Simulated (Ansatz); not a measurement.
Crystal: CS2.

```
CELL_PARAMETERS angstrom
3.64579 -2.99431 0.00000
3.64579 2.99431 0.00000
0.00000 0.00000 9.85126
ATOMIC_POSITIONS crystal
S 0.18152 0.81848 0.88687
S 0.31848 0.68152 0.38687
S 0.68152 0.31848 0.61313
S 0.81848 0.18152 0.11313
C 0.50000 0.50000 0.50000
C 0.00000 0.00000 0.00000
```

The cell comes from a database or a generator and needn't be the stable form of this composition.

Base run:

* Program: Ansatz 0.2.0
* Functional: PBE
* Potentials or basis: Ansatz PAW
* Cutoff: 420 eV (not typed: the program's choice for these potentials)
* k mesh: 6 × 6 × 3
* Occupations: fermi-dirac, width 0.05 eV
* Spin: no spin polarisation

Its results: band gap on the k mesh 3.41 eV, direct; pressure 0.4 GPa; largest force 0.257 eV/Å.

Q: The run is repeated on the same cell with these changes: functional from PBE to LDA. What comes out?

A: Band gap on the k mesh 3.32 eV, direct; pressure -1.1 GPa; largest force 0.222 eV/Å.

LDA binds more tightly than PBE, so the same cell stands under less pressure.

Caveats: the PAW data sets come from PBE, with cores solved anew for the run's functional, which leaves a small shift of forces and pressure (some runs).
